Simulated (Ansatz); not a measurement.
# FeB4: further runs on the relaxed cell

One table from this session's results is given with a row withheld; the runs are named, their logs left out.

Method: DFT PBEsol, scalar-relativistic, plane waves, PAW, in Ansatz 0.2.0.

2 further runs of the same task are left out: 2 set aside as unsound or not needed.

**The structure to begin with**

Symmetry: Pnnm, No. 58, orthorhombic system. Conventional cell: a = 4.464 Å, b = 5.259 Å, c = 2.990 Å, α = 90.00°, β = 90.00°, γ = 90.00°. Around Fe (site symmetry 2/m) lie 12 B at 1.99 to 2.23 Å. B (site symmetry m) has 4 B at 1.70 to 1.87 Å and 3 Fe at 1.99 to 2.11 Å as nearest neighbours. Around B (site symmetry m) lie 5 B at 1.70 to 1.97 Å and 3 Fe at 2.09 to 2.23 Å.

Coordinates:

```
Fe B
1.0
     4.46411    0.00000    0.00000
     0.00000    5.25930    0.00000
     0.00000    0.00000    2.99021
Fe B
2 8
Cartesian
  0.0000 0.0000 0.0000
  2.2321 2.6297 1.4951
  1.1181 1.6439 0.0000
  3.3460 3.6154 0.0000
  3.3502 0.9858 1.4951
  1.1139 4.2735 1.4951
  1.5091 0.6663 1.4951
  2.9550 4.5930 1.4951
  3.7411 1.9633 0.0000
  0.7230 3.2960 0.0000
```

It is the result of an earlier relaxation at this level (volume 7.02 Å³/atom; gap on the mesh: none (metal)).

The first run:

Contents of input.yaml:

```yaml
crystal:
  lattice:
    - [4.4190188274, 0.0, 0.0]
    - [0.0, 5.2061735522, 0.0]
    - [0.0, 0.0, 2.9600079632]
  atoms:
    - { symbol: Fe, position: [0.0, 0.0, 0.0] }
    - { symbol: Fe, position: [0.5, 0.5, 0.5] }
    - { symbol: B, position: [0.2504670806, 0.3125676317, 0.0] }
    - { symbol: B, position: [0.7495329194, 0.6874323683, 0.0] }
    - { symbol: B, position: [0.7504670806, 0.1874323683, 0.5] }
    - { symbol: B, position: [0.2495329194, 0.8125676317, 0.5] }
    - { symbol: B, position: [0.3380472777, 0.1266922957, 0.5] }
    - { symbol: B, position: [0.6619527223, 0.8733077043, 0.5] }
    - { symbol: B, position: [0.8380472777, 0.3733077043, 0.0] }
    - { symbol: B, position: [0.1619527223, 0.6266922957, 0.0] }
basis:
  ecutwfc: 420
kpoints:
  mp_grid: { grid: [8, 8, 12] }
hamiltonian:
  xc: pbesol
scf:
  occupations: { method: gaussian, width: 0.1 }
output:
  forces: true
  stress: true
  eigenvalues: true
  write_density: true
  write_potential: true
  elf: true
  volumetric_format: npy
relax:
  adjacent_minimum: "off"
  f_tol: 0.01
  max_steps: 30
  cell: { stress_tol: 0.1, fix: [volume] }
```

The run is started by

```
$ ansatz run input.yaml --threads 2 --pin off --max-ram 5120MiB --backend cpu --events-out ev --progress --plain --runs-dir out
```

Steps of the session up to this table: The cell scaled to 0.97 of its volume; The cell scaled to 1.03 of its volume; The cell scaled to 0.94 of its volume; Point at V/V0 = 1.06; Volume × 0.91; The cell scaled to 1.10 of its volume; Volume × 0.88.

One table of the session follows, with a row left open; its other results are not shown here.

It belongs to the step «Equation of state». 

| volume (Å³/atom) | energy above the lowest point (meV/atom) | pressure (GPa) |
| --- | --- | --- |
| 6.178 | 109.4 | 46.33 |
| 6.389 | 58.2 | 32.02 |
| 6.599 | 24.5 | 19.71 |
| 6.810 | 5.8 | 9.12 |
| 7.020 | 0.0 | 0.00 |
| 7.231 | 5.3 | -7.87 |
| 7.442 | ? | ? |
| 7.723 | 52.8 | -22.21 |

Estimate the missing values for volume (Å³/atom) = 7.442.

Worked estimate for «energy above the lowest point (meV/atom)». A straight line through the neighbours (7.231, 5.3) and (7.723, 52.8) gives 5.3 + (52.8 − 5.3) × (7.442 − 7.231) / (7.723 − 7.231) = 25.7; a parabola fitted to 3 rows on both sides gives 19.6.

**Answer.** energy above the lowest point (meV/atom): 20.3; pressure (GPa): -14.64. In «energy above the lowest point (meV/atom)» the line misses by +5.4 and the parabola by -0.7.

Limits of these values: The final runs have no spin polarisation, so no magnetic state was tried and one may lie lower.
